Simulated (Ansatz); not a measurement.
# Al2Si2H6 (SMILES [SiH3][Al]1[AlH][SiH2]1) at 6 levels

We compute a comparison of 6 runs (HF/STO-3G, HF/3-21G, SVWN5/def2-SVP, r2SCAN/def2-SVP, wB97M-V/def2-SVP, wB97X/def2-SVP) of Al2Si2H6. 

The results are computed with Ansatz 0.2.0.

44 further runs of the same task are left out: 44 set aside as unsound or not needed. Runs told in other sessions of the task aren't counted.

### Step 1. The system as given

Al2Si2H6: 10 atoms, total charge 0, spin state singlet. SMILES: `[SiH3][Al]1[AlH][SiH2]1`. The Si1–H5 distance was set to 1.714 Å, away from the relaxed value.

Bond lengths: Si1–Al2 2.460 Å, Al2–Al3 2.479 Å, Al2–Si4 2.439 Å, Al3–Si4 2.343 Å, Si1–H6 1.491 Å, Si1–H7 1.490 Å, Al3–H8 1.585 Å, Si4–H9 1.581 Å, Si4–H10 1.500 Å. Some angles: Si1–Al2–Al3 164.4°, Si1–Al2–Si4 136.1°, Al3–Al2–Si4 56.9°, Al2–Al3–Si4 60.7°, Al2–Si4–Al3 62.4°, Al2–Si1–H6 111.0°, Al2–Si1–H7 111.8°, Al2–Al3–H8 149.8°, Si4–Al3–H8 135.8°, Al2–Si4–H9 50.3°. A long bond or contact: Si1–H5 1.714 Å.

### Step 2. A single-point energy at HF/STO-3G (run 1)

The input, input.yaml:

```yaml
basis:
  gaussian:
    orbitals: STO-3G
crystal:
  periodic: [false, false, false]
  atoms:
    - {symbol: Si, position_ang: [-1.346670, 1.351226, -1.221999]}
    - {symbol: Al, position_ang: [-0.060270, -0.343174, 0.013101]}
    - {symbol: Al, position_ang: [0.621830, -2.289374, 1.389001]}
    - {symbol: Si, position_ang: [1.955330, -0.362674, 1.385601]}
    - {symbol: H, position_ang: [-1.958600, 0.687200, -2.679200]}
    - {symbol: H, position_ang: [-2.509870, 1.828926, -0.421399]}
    - {symbol: H, position_ang: [-0.509970, 2.533326, -1.571399]}
    - {symbol: H, position_ang: [0.878130, -3.847074, 1.526601]}
    - {symbol: H, position_ang: [0.699730, 0.596426, 1.447301]}
    - {symbol: H, position_ang: [3.032030, 0.573726, 1.846501]}
hamiltonian:
  xc: hf
accuracy: high
output: {orbitals: {seedname: orbitals}}
```

Run with:

```bash
ansatz run input.yaml --threads 1 --pin off --max-ram 2610MiB --events-out events.jsonl --progress --plain --runs-dir runs
```

Output:

```text
Warning: RAYON_NUM_THREADS=1 ignored (pool sized by the plan → 1); use --threads N
Functional definition: HF
  name "HF"
  exchange = exact_x
  correlation = 0
819 factors; integrals over basis functions are off by at most 1.5e-8 eV
mean field evaluation 1: about -28638.4212 eV, gradient 1.9e1 eV
mean field evaluation 2: about -28638.4518 eV, gradient 1.9e1 eV
mean field evaluation 4: about -28640.6389 eV, gradient 2.8e0 eV
mean field evaluation 8: about -28640.7209 eV, gradient 7.1e-2 eV
mean field -28640.72102545 eV, -1052.5270843073 hartree, gradient 2.6e-8 eV, S^2 0.000000; 0 other end points of the search recorded, 0 dependent functions left out
reference -28640.72102545 eV, -1052.5270843073 hartree; 30, 30 occupied and 12, 12 virtual orbitals, 819 factors
Total energy: -28640.72102545 eV, -1052.5270843073 hartree
```

Run time: 0.26 s. Hardware: 1 thread of AMD EPYC 9R45 (Zen 5), shared host.

### Step 3. The energy at HF/3-21G (run 2)

The input, job.yaml:

```yaml
crystal:
  periodic: [false, false, false]
  atoms:
    - {symbol: Si, position_ang: [-1.346670, 1.351226, -1.221999]}
    - {symbol: Al, position_ang: [-0.060270, -0.343174, 0.013101]}
    - {symbol: Al, position_ang: [0.621830, -2.289374, 1.389001]}
    - {symbol: Si, position_ang: [1.955330, -0.362674, 1.385601]}
    - {symbol: H, position_ang: [-1.958600, 0.687200, -2.679200]}
    - {symbol: H, position_ang: [-2.509870, 1.828926, -0.421399]}
    - {symbol: H, position_ang: [-0.509970, 2.533326, -1.571399]}
    - {symbol: H, position_ang: [0.878130, -3.847074, 1.526601]}
    - {symbol: H, position_ang: [0.699730, 0.596426, 1.447301]}
    - {symbol: H, position_ang: [3.032030, 0.573726, 1.846501]}
basis:
  gaussian:
    orbitals: 3-21G.json
output: {orbitals: {seedname: orbitals}}
accuracy: high
hamiltonian:
  xc: hf
```

The basis set 3-21G is read from a file made from the Basis Set Exchange's data (not shown).

Run with:

```bash
ansatz run job.yaml --threads 1 --pin off --max-ram 2610MiB --events-out events.jsonl --progress --plain --runs-dir runs
```

Output:

```text
Warning: RAYON_NUM_THREADS=1 ignored (pool sized by the plan → 1); use --threads N
[... 4 set-up lines as earlier in the session ...]
1479 factors; integrals over basis functions are off by at most 5.4e-9 eV
mean field evaluation 1: about -28825.6600 eV, gradient 1.2e1 eV
mean field evaluation 2: about -28825.6648 eV, gradient 1.2e1 eV
mean field evaluation 4: about -28826.7903 eV, gradient 1.5e0 eV
mean field evaluation 8: about -28826.8090 eV, gradient 5.6e-4 eV
mean field -28826.80900922 eV, -1059.3656915760 hartree, gradient 5.4e-8 eV, S^2 0.000000; 0 other end points of the search recorded, 0 dependent functions left out
reference -28826.80900922 eV, -1059.3656915760 hartree; 30, 30 occupied and 34, 34 virtual orbitals, 1479 factors
Total energy: -28826.80900922 eV, -1059.3656915760 hartree
```

Wall time 0.58 s (1 thread of AMD EPYC 9R45 (Zen 5), shared host); peak memory 0.18 GiB.

Runs 3 to 5 aren't shown in full; the table further down has their settings and results.

### Step 4. A single-point energy at wB97X/def2-SVP (run 6)

The input, molecule.yaml:

```yaml
crystal:
  periodic: [false, false, false]
  atoms:
    - symbol: Si
      position_ang: [-1.346670, 1.351226, -1.221999]
    - symbol: Al
      position_ang: [-0.060270, -0.343174, 0.013101]
    - symbol: Al
      position_ang: [0.621830, -2.289374, 1.389001]
    - symbol: Si
      position_ang: [1.955330, -0.362674, 1.385601]
    - symbol: H
      position_ang: [-1.958600, 0.687200, -2.679200]
    - symbol: H
      position_ang: [-2.509870, 1.828926, -0.421399]
    - symbol: H
      position_ang: [-0.509970, 2.533326, -1.571399]
    - symbol: H
      position_ang: [0.878130, -3.847074, 1.526601]
    - symbol: H
      position_ang: [0.699730, 0.596426, 1.447301]
    - symbol: H
      position_ang: [3.032030, 0.573726, 1.846501]
basis:
  gaussian: {orbitals: def2-SVP}
hamiltonian: {xc: {name: wB97X}}
accuracy: high
output: {orbitals: {seedname: orbitals}}
```

Run with:

```bash
ansatz run molecule.yaml --threads 1 --pin off --max-ram 2610MiB --events-out events.jsonl --progress --plain --runs-dir runs
```

Output, shortened:

```text
Warning: RAYON_NUM_THREADS=1 ignored (pool sized by the plan → 1); use --threads N
Functional definition: wB97X
  name "wB97X"
[...]
      + exact_x_lr(omega)
[...]
      + integral(e_c_pw_opposite_spin*poly(b97_u_opposite, 1, cos1, cos2, cos3, cos4))
2104 factors; integrals over basis functions are off by at most 2.0e-8 eV
526 factors; integrals over basis functions are off by at most 2.1e-9 eV
[...]
mean field -29034.87061409 eV, -1067.0118145255 hartree, gradient 5.0e-8 eV, S^2 0.000000; 0 other end points of the search recorded, 0 dependent functions left out
reference -29034.87061026 eV, -1067.0118143849 hartree; 30, 30 occupied and 72, 72 virtual orbitals, 2104 factors
Total energy: -29034.87061026 eV, -1067.0118143849 hartree
```

Wall time 17 s (1 thread of AMD EPYC 9R45 (Zen 5), shared host); peak memory 0.73 GiB.

### Step 5. The series

```tsv
run	level	energy (Eh)	HOMO energy (eV)	LUMO energy (eV)	HOMO–LUMO gap (eV)	wall time
1	HF/STO-3G	-1052.527084	-2.97	7.18	10.15	0.26 s
2	HF/3-21G	-1059.365692	-7.91	0.70	8.61	0.58 s
3	SVWN5/def2-SVP	-1062.588056	-5.48	-2.73	2.76	2 s
4	r2SCAN/def2-SVP	-1066.937448	-5.64	-2.50	3.13	7.2 s
5	wB97M-V/def2-SVP	-1066.938117	-7.95	-0.18	7.77	42 s
6	wB97X/def2-SVP	-1067.011814	-8.15	-0.05	8.10	17 s
```

### Step 6. Results

| quantity | value |
| --- | --- |
| run 6: total energy | -1067.01181 Eh |
| run 6: HOMO energy | -8.15 eV |
| run 6: LUMO energy | -0.05 eV |
| run 6: HOMO–LUMO gap | 8.10 eV |

**Reading.** The HOMO–LUMO gap runs from 2.76 eV (SVWN5/def2-SVP) to 10.15 eV (HF/STO-3G). The two ends differ in method and basis. Totals of different functionals can't be ranked against each other. In run 1 the basis is minimal, so the values are rough. All runs together took 69 s, the longest 42 s.
